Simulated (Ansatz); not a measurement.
Crystal: SrB3Pt.

```
Sr B Pt
1.0
     4.54056    0.00000    0.00000
     0.00000    4.54056    0.00000
     0.00000    0.00000    4.54056
Sr B Pt
1 3 1
Direct
  0.00000 0.00000 0.00000
  0.50000 0.00000 0.00000
  0.00000 0.50000 0.00000
  0.00000 0.00000 0.50000
  0.50000 0.50000 0.50000
```

The cell was built by a generator and needn't be a form met in nature.

```yaml
Program: Ansatz 0.2.0
Task: relaxation of cell and atoms
Functional: PBE
Potentials_or_basis: Ansatz PAW
Cutoff: "420 eV (not typed: the program's choice for these potentials)"
k_mesh: 5 × 5 × 5
Occupations: fermi-dirac, width 0.05 eV
Spin: no spin polarisation
Hubbard_terms: Pt d U = 3 eV
```

At the start: volume 18.72 Å³/atom.

Q: How do energy, volume and symmetry change on relaxing?

A: It ends after 8 steps and the volume is 21.34 Å³/atom (+14.0 %); space group Pm-3m (No. 221, to 0.05 Å).

The path:
```
step  energy change (eV)  largest force (eV/Å)  volume (Å³)
   1              0.0000                0.0000        93.61
   2             -0.0196                0.0000        96.07
   3             -0.0560                0.0000       108.31
   4             -0.0583                0.0000       105.86
   5             -0.0582                0.0000       106.32
   6             -0.0639                0.0000       106.32
   7             -0.0639                0.0000       106.70
   8             -0.0640                0.0000       106.70
```

Final structure:
```
CELL_PARAMETERS angstrom
4.74298 0.00000 0.00000
0.00000 4.74298 0.00000
0.00000 0.00000 4.74298
ATOMIC_POSITIONS crystal
Sr 0.00000 0.00000 0.00000
B 0.50000 0.00000 0.00000
B 0.00000 0.50000 0.00000
B 0.00000 0.00000 0.50000
Pt 0.50000 0.50000 0.50000
```

Caveat: the plane-wave basis is chosen anew once the cell has moved, so the energies of steps on either side of that aren't comparable; U without spin polarisation on a metal has little footing; the U is typed as a test and isn't derived for this compound.
